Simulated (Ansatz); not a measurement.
**SnO (tin(ii) oxide) at 3 levels**

We compute a comparison of 3 runs (B3LYP/STO-3G, BLYP/STO-3G, wB97X/STO-3G) of SnO (tin(ii) oxide). 

The results are computed with Ansatz 0.2.0.

55 further runs of the same task are left out: 20 that didn't finish, 35 set aside as unsound or not needed.

### Step 1. The molecule

SnO: 2 atoms, total charge 0, spin state singlet. SMILES: `[O]=[Sn]`. The Sn2–O1 distance was set to 2.705 Å, away from the relaxed value.

Bond lengths: O1–Sn2 2.705 Å.

### Step 2. A single-point energy at B3LYP/STO-3G (run 1)

Contents of run.yaml:

```yaml
crystal:
  periodic: [false, false, false]
  atoms:
    - {symbol: O, position_ang: [0.000000, 0.000000, -0.901820]}
    - {symbol: Sn, position_ang: [0.000000, 0.000000, 1.803580]}
basis:
  gaussian:
    orbitals: STO-3G
hamiltonian:
  xc: {name: B3LYP}
accuracy: high
```

Started as:

```
$ ansatz run run.yaml --threads 1 --pin off --max-ram 2610MiB --events-out events.jsonl --progress --plain --runs-dir runs
```

Standard output:

```text
Warning: RAYON_NUM_THREADS=1 ignored (pool sized by the plan → 1); use --threads N
Functional definition: B3LYP
  name "B3LYP"
  parameter a0 = 0.2
  parameter ax = 0.72
  parameter ac = 0.81
  exchange = (1 - a0 - ax)*slater_x + ax*b88_x + a0*exact_x
  correlation = (1 - ac)*vwn_rpa_c + ac*lyp_c
547 factors; integrals over basis functions are off by at most 3.3e-8 eV
mean field evaluation 1: about -164312.6691 eV, gradient 4.5e1 eV
mean field evaluation 2: about -164162.0444 eV, gradient 4.2e1 eV
mean field evaluation 4: about -164296.2637 eV, gradient 2.9e1 eV
mean field evaluation 8: about -164335.7740 eV, gradient 3.3e-2 eV
mean field evaluation 16: about -164335.7423 eV, gradient 1.2e-8 eV
mean field -164335.74227799 eV, -6039.2271379491 hartree, gradient 1.2e-8 eV, S^2 0.000000; 0 other end points of the search recorded, 0 dependent functions left out
reference -164335.74230219 eV, -6039.2271388385 hartree; 29, 29 occupied and 3, 3 virtual orbitals, 547 factors
Total energy: -164335.74230219 eV, -6039.2271388385 hartree
```

Wall time 1.5 s (1 thread of Arm Neoverse V2, shared host); peak memory 0.098 GiB.

### Step 3. The energy at BLYP/STO-3G (run 2)

Contents of molecule.yaml:

```yaml
crystal:
  periodic: [false, false, false]
  atoms:
    - symbol: O
      position_ang: [0.000000, 0.000000, -0.901820]
    - symbol: Sn
      position_ang: [0.000000, 0.000000, 1.803580]
basis:
  gaussian: {orbitals: STO-3G}
hamiltonian: {xc: {name: BLYP}}
accuracy: high
```

Started as:

```
$ ansatz run molecule.yaml --threads 1 --pin off --max-ram 2610MiB --events-out events.jsonl --progress --plain --runs-dir runs
```

Standard output, cut to the lines that bear on the results:

```text
Warning: RAYON_NUM_THREADS=1 ignored (pool sized by the plan → 1); use --threads N
Functional definition: BLYP
  name "BLYP"
[...]
547 factors; integrals over basis functions are off by at most 3.3e-8 eV
[...]
mean field -164332.98942882 eV, -6039.1259726084 hartree, gradient 5.9e-9 eV, S^2 0.000000; 7 other end points of the search recorded, 0 dependent functions left out
reference -164332.98946202 eV, -6039.1259738282 hartree; 29, 29 occupied and 3, 3 virtual orbitals, 547 factors
Total energy: -164332.98946202 eV, -6039.1259738282 hartree
```

Run time: 4.5 s. Hardware: 1 thread of Arm Neoverse V2, shared host.

### Step 4. A single-point energy at wB97X/STO-3G (run 3)

Edit run.yaml of step 2 so:

```diff
@@ -6,6 +6,4 @@
 basis:
-  gaussian:
-    orbitals: STO-3G
-hamiltonian:
-  xc: {name: B3LYP}
+  gaussian: {orbitals: STO-3G}
+hamiltonian: {xc: {name: wB97X}}
 accuracy: high
```

Started as:

```
$ ansatz run run.yaml --threads 1 --pin off --max-ram 2610MiB --events-out events.jsonl --progress --plain --runs-dir runs
```

Standard output, cut to the lines that bear on the results:

```text
Warning: RAYON_NUM_THREADS=1 ignored (pool sized by the plan → 1); use --threads N
Functional definition: wB97X
  name "wB97X"
[...]
      + exact_x_lr(omega)
[...]
      + integral(e_c_pw_opposite_spin*poly(b97_u_opposite, 1, cos1, cos2, cos3, cos4))
547 factors; integrals over basis functions are off by at most 3.3e-8 eV
121 factors; integrals over basis functions are off by at most 6.0e-10 eV
[...]
mean field -164338.44815609 eV, -6039.3265771353 hartree, gradient 3.5e-8 eV, S^2 0.000000; 1 other end points of the search recorded, 0 dependent functions left out
reference -164338.44815481 eV, -6039.3265770883 hartree; 29, 29 occupied and 3, 3 virtual orbitals, 547 factors
Total energy: -164338.44815481 eV, -6039.3265770883 hartree
```

It took 7.2 s on 1 thread of Arm Neoverse V2, shared host; peak memory 0.21 GiB.

### Step 5. All runs side by side

```csv
run,level,energy (Eh),wall time
1,B3LYP/STO-3G,-6039.227139,1.5 s
2,BLYP/STO-3G,-6039.125974,4.5 s
3,wB97X/STO-3G,-6039.326577,7.2 s
```

### Step 6. Results

| quantity | value |
| --- | --- |
| run 3: total energy | -6039.32658 Eh |

In words: Totals of different functionals can't be ranked against each other. In runs 1, 2, 3 the basis is minimal, so the values are rough. In runs 1, 2, 3 relativity is left out where basis or elements ask for it. All runs together took 13 s, the longest 7.2 s.
